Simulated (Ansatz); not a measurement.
# singlet C2H3Cl2Si+: levels of theory compared

We compute a comparison of 6 runs (HF/def2-SVP, B3LYP/6-31G*, B3LYP/def2-SVP, BLYP/def2-SVP, CAM-B3LYP/def2-SVP, RPA@PBE/def2-SVP) of singlet C2H3Cl2Si+. 

The results are computed with Ansatz 0.2.0.

61 further runs of the same task are left out: 61 set aside as unsound or not needed.

**1. The structure to begin with**

C2H3Cl2Si+ has 8 atoms, charge +1, and is taken as a singlet. SMILES of the parent species: `[H]/[C]=C/[SiH](Cl)Cl`. Geometry: relaxed at PBE0-D4/def2-TZVP. This is one conformer, not always the lowest. That shape belongs to the parent species and isn't relaxed for this state.

Bond lengths: C1–C2 1.302 Å, C2–Si3 1.849 Å, Si3–Cl4 2.046 Å, Si3–Cl5 2.046 Å, C1–H6 1.081 Å, C2–H7 1.096 Å, Si3–H8 1.473 Å. Angles: C1–C2–Si3 119.3°, C2–Si3–Cl4 109.6°, C2–Si3–Cl5 109.6°, Cl4–Si3–Cl5 108.1°, C1–C2–H7 121.6°, Si3–C2–H7 119.1°, C2–C1–H6 140.4°, C2–Si3–H8 111.7°, Cl4–Si3–H8 108.9°, Cl5–Si3–H8 108.9°.

**2. The energy at HF/def2-SVP (run 1)**

Contents of input.yaml:

```yaml
crystal:
  periodic: [false, false, false]
  atoms:
    - {symbol: C, position_ang: [-0.467200, 1.549800, 0.659300]}
    - {symbol: C, position_ang: [-0.193600, 0.279100, 0.737900]}
    - {symbol: Si, position_ang: [0.301600, -0.635800, -0.791100]}
    - {symbol: Cl, position_ang: [-1.013100, -2.166600, -1.130900]}
    - {symbol: Cl, position_ang: [2.164100, -1.443500, -0.534600]}
    - {symbol: H, position_ang: [-0.772500, 2.376400, 1.285600]}
    - {symbol: H, position_ang: [-0.249600, -0.262100, 1.689000]}
    - {symbol: H, position_ang: [0.322500, 0.245600, -1.971100]}
basis:
  gaussian: {orbitals: def2-SVP}
total_charge: 1
accuracy: high
hamiltonian: {xc: hf}
output: {orbitals: {seedname: orbitals}}
```

The run is started by

```sh
$ ansatz run input.yaml --threads 1 --pin off --max-ram 3480MiB --events-out events.jsonl --progress --plain --runs-dir runs
```

Output:

```text
Warning: RAYON_NUM_THREADS=1 ignored (pool sized by the plan → 1); use --threads N
Functional definition: HF
  name "HF"
  exchange = exact_x
  correlation = 0
2057 factors; integrals over basis functions are off by at most 5.3e-9 eV
mean field evaluation 1: about -34954.2468 eV, gradient 3.0e1 eV
mean field evaluation 2: about -34954.2608 eV, gradient 3.0e1 eV
mean field evaluation 4: about -34957.2537 eV, gradient 4.6e0 eV
mean field evaluation 8: about -34957.4101 eV, gradient 9.1e-2 eV
mean field -34957.41028672 eV, -1284.6611330534 hartree, gradient 1.8e-8 eV, S^2 0.000000; 0 other end points of the search recorded, 0 dependent functions left out
reference -34957.41028672 eV, -1284.6611330534 hartree; 31, 31 occupied and 66, 66 virtual orbitals, 2057 factors
Total energy: -34957.41028672 eV, -1284.6611330534 hartree
```

Run time: 3.6 s. Hardware: 1 thread of Arm Neoverse V1, shared host; peak memory 0.3 GiB.

**3. A single-point energy at B3LYP/6-31G(d) (spherical functions) (run 2)**

Contents of molecule.yaml:

```yaml
basis:
  gaussian:
    orbitals: 6-31G_st_-spherical.json
crystal:
  periodic: [false, false, false]
  atoms:
    - symbol: C
      position_ang: [-0.467200, 1.549800, 0.659300]
    - symbol: C
      position_ang: [-0.193600, 0.279100, 0.737900]
    - symbol: Si
      position_ang: [0.301600, -0.635800, -0.791100]
    - symbol: Cl
      position_ang: [-1.013100, -2.166600, -1.130900]
    - symbol: Cl
      position_ang: [2.164100, -1.443500, -0.534600]
    - symbol: H
      position_ang: [-0.772500, 2.376400, 1.285600]
    - symbol: H
      position_ang: [-0.249600, -0.262100, 1.689000]
    - symbol: H
      position_ang: [0.322500, 0.245600, -1.971100]
total_charge: 1
hamiltonian:
  xc: {name: B3LYP}
accuracy: high
output:
  orbitals: {seedname: orbitals}
```

The basis set 6-31G* is read from a file made from the Basis Set Exchange's data (not shown).

The run is started by

```sh
$ ansatz run molecule.yaml --threads 1 --pin off --max-ram 3480MiB --events-out events.jsonl --progress --plain --runs-dir runs
```

Output:

```text
Warning: RAYON_NUM_THREADS=1 ignored (pool sized by the plan → 1); use --threads N
Functional definition: B3LYP
  name "B3LYP"
  parameter a0 = 0.2
  parameter ax = 0.72
  parameter ac = 0.81
  exchange = (1 - a0 - ax)*slater_x + ax*b88_x + a0*exact_x
  correlation = (1 - ac)*vwn_rpa_c + ac*lyp_c
1950 factors; integrals over basis functions are off by at most 3.6e-9 eV
mean field evaluation 1: about -35029.7408 eV, gradient 4.9e1 eV
mean field evaluation 2: about -35001.4925 eV, gradient 1.0e2 eV
mean field evaluation 4: about -35035.8435 eV, gradient 3.2e0 eV
mean field evaluation 8: about -35036.0625 eV, gradient 1.4e0 eV
mean field evaluation 16: about -35036.0678 eV, gradient 2.1e-4 eV
mean field -35036.06783198 eV, -1287.5517445256 hartree, gradient 6.5e-8 eV, S^2 0.000000; 0 other end points of the search recorded, 0 dependent functions left out
reference -35036.06787267 eV, -1287.5517460207 hartree; 31, 31 occupied and 57, 57 virtual orbitals, 1950 factors
Total energy: -35036.06787267 eV, -1287.5517460207 hartree
```

Wall time 11 s (1 thread of Arm Neoverse V1, shared host); peak memory 0.32 GiB.

Runs 3 to 5 aren't shown in full; the table further down has their settings and results.

**4. A single-point energy at RPA@PBE/def2-SVP (run 6)**

molecule.yaml: that of step 3 with these lines changed.

```diff
@@ -1,4 +1 @@
-basis:
-  gaussian:
-    orbitals: 6-31G_st_-spherical.json
 crystal:
@@ -22,7 +19,11 @@
       position_ang: [0.322500, 0.245600, -1.971100]
+basis:
+  gaussian:
+    orbitals: def2-SVP
 total_charge: 1
 hamiltonian:
-  xc: {name: B3LYP}
+  xc: {name: PBE}
+correlation:
+  method: rpa
+  frozen_orbitals: {C: 1, Cl: 5, H: 0, Si: 5}
 accuracy: high
-output:
-  orbitals: {seedname: orbitals}
```

The run is started by

```sh
$ ansatz run molecule.yaml --threads 1 --pin off --max-ram 3480MiB --events-out events.jsonl --progress --plain --runs-dir runs
```

Output, shortened:

```text
Warning: RAYON_NUM_THREADS=1 ignored (pool sized by the plan → 1); use --threads N
Functional definition: PBE
  name "PBE"
[...]
2057 factors; integrals over basis functions are off by at most 5.3e-9 eV
[...]
mean field -35007.64982165 eV, -1286.5074019084 hartree, gradient 2.0e-8 eV, S^2 0.000000; 6 other end points of the search recorded, 0 dependent functions left out
17 core orbitals not correlated: weight in the atoms' cores, before any rotation towards them, 1.000 or more for the frozen orbitals, at most 0.000 for the correlated occupied ones
reference -34955.42198736 eV, -1284.5880643994 hartree; 14, 14 occupied and 66, 66 virtual orbitals, 2057 factors
Total energy: -34983.24603172 eV, -1285.6105791697 hartree
```

It took 21 s on 1 thread of Arm Neoverse V1, shared host; peak memory 0.41 GiB.

**5. The series**

```tsv
run	level	frozen core orbitals	energy (Eh)	HOMO energy (eV)	LUMO energy (eV)	HOMO–LUMO gap (eV)	wall time
1	HF/def2-SVP	–	-1284.661133	-16.65	-7.32	9.33	3.6 s
2	B3LYP/6-31G* (spherical functions)	–	-1287.551746	-13.36	-11.52	1.84	11 s
3	B3LYP/def2-SVP	–	-1287.176597	-13.30	-11.48	1.83	9.9 s
4	BLYP/def2-SVP	–	-1287.092554	-12.18	-11.74	0.44	11 s
5	CAM-B3LYP/def2-SVP	–	-1287.105525	-14.80	-10.20	4.60	11 s
6	RPA@PBE/def2-SVP	17	-1285.610579	–	–	–	21 s
```

**6. Results**

| quantity | value |
| --- | --- |
| run 6: total energy | -1285.61058 Eh |
| run 6: RPA correlation energy (valence) | -1022.5 mEh |

Over runs 1, 2, 3, 4, 5 the HOMO–LUMO gap runs from 0.44 eV (BLYP/def2-SVP) to 9.33 eV (HF/def2-SVP). Exact exchange widens orbital gaps. Totals of different functionals can't be ranked against each other. All runs together took 68 s, the longest 21 s.
